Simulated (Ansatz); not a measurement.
**C4H6Si: basis-set convergence**

An exercise on one series of results from a longer session: the logs are not shown, and one member is left open.

Method: one geometry, several basis sets; program: Ansatz 0.2.0, Gaussian basis.

The runs, in order: PBE0-D4/def2-SVP; ωB97M-V/def2-SVP; PBE0-D4/def2-QZVPP; ωB97M-V/def2-QZVPP; the functionals' def2-TZVPP values are taken from earlier runs.

**Structure used throughout**

An earlier PBE0-D4 in a triple-zeta def2 set relaxation fixed the geometry.

SMILES `C1=C[SiH2]C=C1`, 11 atoms, charge 0, spin multiplicity 1.

Atoms are counted from 1 here; the program's logs count them from 0.

Bond lengths: C1–C2 1.342 Å, C1–C5 1.477 Å, C1–H6 1.087 Å, C2–Si3 1.863 Å, C2–H7 1.082 Å, Si3–C4 1.863 Å, Si3–H8 1.489 Å, Si3–H9 1.489 Å, C4–C5 1.342 Å, C4–H10 1.082 Å, C5–H11 1.087 Å. Angles: C2–C1–C5 117.1°, C2–C1–H6 123.5°, C5–C1–H6 119.5°, C1–C2–Si3 106.5°, C1–C2–H7 122.5°, Si3–C2–H7 131.0°, C2–Si3–C4 92.8°, C2–Si3–H8 113.9°, C2–Si3–H9 113.9°, C4–Si3–H8 113.9°, C4–Si3–H9 113.9°, H8–Si3–H9 108.2°, Si3–C4–C5 106.5°, Si3–C4–H10 131.0°, C5–C4–H10 122.5°, C1–C5–C4 117.1°, C1–C5–H11 119.5°, C4–C5–H11 123.5°.

The first run:

File in.yaml:

```yaml
crystal:
  periodic: [false, false, false]
  atoms:
    - {symbol: C, position_ang: [-1.139180, 0.658424, -0.195778]}
    - {symbol: C, position_ang: [-0.828894, 0.230918, 1.037782]}
    - {symbol: Si, position_ang: [0.815359, -0.633766, 0.901448]}
    - {symbol: C, position_ang: [0.934531, -0.314177, -0.929807]}
    - {symbol: C, position_ang: [-0.173821, 0.360031, -1.272897]}
    - {symbol: H, position_ang: [-2.050560, 1.202856, -0.430422]}
    - {symbol: H, position_ang: [-1.472293, 0.401493, 1.890877]}
    - {symbol: H, position_ang: [0.767546, -2.078037, 1.258731]}
    - {symbol: H, position_ang: [1.899595, 0.005761, 1.695986]}
    - {symbol: H, position_ang: [1.699337, -0.578952, -1.647995]}
    - {symbol: H, position_ang: [-0.386318, 0.688449, -2.287324]}
basis:
  gaussian: {orbitals: def2-SVP}
hamiltonian: {xc: pbe0, dispersion: d4}
output: {orbitals: {seedname: orbitals}}
```

Run with:

```bash
> ansatz run in.yaml --threads 4 --pin off --events-out ev --progress --plain --max-ram 10444MiB
```

Steps of the session up to this table: PBE0-D4 in def2-SVP; ωB97M-V in def2-SVP; PBE0-D4 in def2-QZVPP; ωB97M-V in def2-QZVPP.

One of the session's tables, all rows but one given; the rest of the session is left out.

It belongs to the step «Functionals by basis». 

```
functional       basis  HOMO (eV)
   PBE0-D4    def2-SVP      -6.83
   PBE0-D4  def2-TZVPP          ?
   PBE0-D4  def2-QZVPP      -6.86
   ωB97M-V    def2-SVP      -8.99
   ωB97M-V  def2-TZVPP      -9.01
   ωB97M-V  def2-QZVPP      -9.02
```

**Question.** Estimate the row for PBE0-D4, def2-TZVPP.

The run gave: HOMO (eV): -6.85. In the column «HOMO (eV)» it lies between PBE0-D4, def2-QZVPP (-6.86) and PBE0-D4, def2-SVP (-6.83).
